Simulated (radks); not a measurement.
# Ionisation of Ca⁺: one atom, several choices of exchange strength α

The task here is to estimate one member of a computed series from the others.

Method: scalar-relativistic Kohn-Sham, spin-polarised, spherical densities, finite nucleus; open shells are filled with parallel spins first. Code: radks (a radial shooting solver on a logarithmic mesh, Libxc functionals) version 1.

## What is computed

```
element       : calcium (Z = 20)
charge        : +1
electrons     : 19
configuration : [Ar] 4s1
ion           : Ca²⁺, [Ar]
choices       : α = 0.622; α = 0.667; α = 0.716; α = 0.827; α = 0.877; α = 0.929
```

The outer shells:

Ca⁺
```
[Ar] core
4s [↑ ]
```

Ca²⁺
```
[Ne] core
3s [↑↓]
3p [↑↓][↑↓][↑↓]
```

The first run:

Settings of this run:

```text
Z 20
configuration [Ar] 4s1
relativity scalar-relativistic
functional xalpha 0.622
spin polarised
nucleus finite rms 3.4776 fm
c 137.035999084
```

Steps of the session up to this table: α = 0.622: Ca⁺.

One table of the session follows, with a row left open; its other results are not shown here.

It belongs to the step «α = 0.622: Ca⁺». From the orbitals of this run (lengths in bohr):

| level | <r> | outermost maximum (interpolated) | 90 % within | nodes |
| --- | --- | --- | --- | --- |
| 2p up | 0.3294 | 0.247 | 0.544 | 0 |
| 2p down | 0.3294 | 0.247 | 0.544 | 0 |
| 3s up | 1.165 | 0.996 | 1.75 | 2 |
| 3s down | ? | ? | ? | ? |
| 3p up | 1.286 | 1.05 | 2.00 | 1 |
| 3p down | 1.276 | 1.05 | 1.98 | 1 |
| 4s up | 3.657 | 3.19 | 5.37 | 3 |
| 4s down | 3.657 | 3.08 | 5.49 | 3 |

**Question.** Estimate the row for 3s down.

**Answer.** <r>: 1.162; outermost maximum (interpolated): 0.996; 90 % within: 1.75; nodes: 2. In the column «<r>» it lies between 2p down (0.3294) and 3s up (1.165).
